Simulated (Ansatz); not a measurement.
# Cl2H2OSi + HCl + HF: a complex and its separated parts

The complex below is one end of an elementary step. How strongly is it bound against its free parts?

Method: PBE0-D4/def2-TZVP structures, single points in def2-TZVPP, no counterpoise correction; program: Ansatz 0.2.0, Gaussian basis.

Levels: SPW92, PBE-D4, BLYP-D4, r2SCAN-D4, B97M-V, PBE0-D4, B3LYP-D4, r2SCAN0-D4, BHLYP-D4, CAM-B3LYP-D4, wB97X-V, wB97M-V, B2PLYP, PBE-QIDH, RPA on PBE, Hartree-Fock, MP2, CCSD, CCSD(T).

Cores are frozen in the correlated methods. B3LYP uses VWN-RPA correlation. B2PLYP carries no dispersion term here.

113 further runs of the same task are left out: 113 set aside as unsound or not needed.

## (1) The system as given

The complex: 10 atoms, charge 0, spin multiplicity 1.

Atoms are counted from 1 here; the program's logs count them from 0.

Bond lengths: Si1–Cl3 2.026 Å, Si1–Cl4 2.034 Å, Si1–H5 1.464 Å, Si1–O7 1.650 Å, Cl2–H8 1.295 Å, H6–F9 0.947 Å, O7–H10 0.961 Å. Angles: Cl3–Si1–Cl4 108.4°, Cl3–Si1–H5 112.1°, Cl3–Si1–O7 110.1°, Cl4–Si1–H5 111.0°, Cl4–Si1–O7 108.8°, H5–Si1–O7 106.5°, Si1–O7–H10 118.1°.

As a file:

```mol
Cl3FH4OSi
  3D, bonds by distance, orders not assigned

 10  7  0  0  0  0  0  0  0  0999 V2000
   -0.5155    1.1888   -0.4817 Si  0  0
    1.5729   -1.9382   -1.4725 Cl  0  0
   -1.6363    0.5123   -2.0284 Cl  0  0
   -1.1638    3.0521    0.0125 Cl  0  0
    0.9128    1.1987   -0.8010 H   0  0
    0.4317   -0.8564    1.3715 H   0  0
   -0.6964    0.1976    0.8254 O   0  0
    1.5621   -1.9507   -0.1781 H   0  0
    1.1119   -1.4861    1.5649 F   0  0
   -1.5794    0.0820    1.1875 H   0  0
  1  3  8  0
  1  4  8  0
  1  5  8  0
  1  7  8  0
  2  8  8  0
  6  9  8  0
  7 10  8  0
M  END
```

Its parts: Cl2H2OSi holds atoms 1, 3, 4, 5, 7, 10; HCl holds atoms 2, 8; HF holds atoms 6, 9. Each part counts its atoms afresh in its own runs.

## (2) Relaxing Cl2H2OSi alone

File relax-a/in.yaml:

```yaml
crystal:
  periodic: [false, false, false]
  atoms:
    - {symbol: Si, position_ang: [-0.515460, 1.188761, -0.481683]}
    - {symbol: Cl, position_ang: [-1.636326, 0.512295, -2.028399]}
    - {symbol: Cl, position_ang: [-1.163770, 3.052088, 0.012505]}
    - {symbol: H, position_ang: [0.912796, 1.198750, -0.801020]}
    - {symbol: O, position_ang: [-0.696378, 0.197578, 0.825417]}
    - {symbol: H, position_ang: [-1.579431, 0.082045, 1.187463]}
basis:
  gaussian: {orbitals: def2-TZVP}
hamiltonian: {xc: pbe0, dispersion: d4}
relax: {f_tol: 0.005, max_steps: 200}
```

Run with:

```bash
$ ansatz run in.yaml --threads 8 --pin off --events-out ev --progress --plain --max-ram 19148MiB
```

After this run come: Relaxing HCl alone; Relaxing HF alone; SPW92/def2-TZVPP; PBE-D4/def2-TZVPP; BLYP-D4/def2-TZVPP; r2SCAN-D4/def2-TZVPP; B97M-V/def2-TZVPP; PBE0-D4/def2-TZVPP; B3LYP-D4/def2-TZVPP; r2SCAN0-D4/def2-TZVPP; BHLYP-D4/def2-TZVPP; CAM-B3LYP-D4/def2-TZVPP; wB97X-V/def2-TZVPP; wB97M-V/def2-TZVPP; B2PLYP/def2-TZVPP; PBE-QIDH/def2-TZVPP; RPA on PBE/def2-TZVPP; CCSD(T)/def2-TZVPP; Vibrations of Cl2H2OSi; Vibrations of HCl; Vibrations of HF.

Q: Predict the outcome of this session. Wanted: complex less parts, CCSD(T)/def2-TZVPP; with zero-point energy; largest T1 diagnostic.

**Answer**, as computed:

| quantity | value |
| --- | --- |
| complex less parts, CCSD(T)/def2-TZVPP | -11.1 kcal/mol |
| with zero-point energy | -7.9 kcal/mol |
| largest T1 diagnostic | 0.010 |

What this shows: At CCSD(T) the complex lies 11.1 kcal/mol below its parts. The functionals run from PBE-QIDH, off by -0.2 kcal/mol, to SPW92, off by -10.0 kcal/mol, against CCSD(T). Mean unsigned error by rung: LDA 10.0, GGA 3.1, meta-GGA 1.8, hybrid 2.1, range-separated hybrid 2.1, double hybrid 0.2 kcal/mol. PBE-D4 gives a relative energy 3.5 kcal/mol too low, outside chemical accuracy (1 kcal/mol). No counterpoise was applied, and triple zeta lacks some correlation, so the CCSD(T) reference has a basis error of its own, and close matches with it are partly luck.
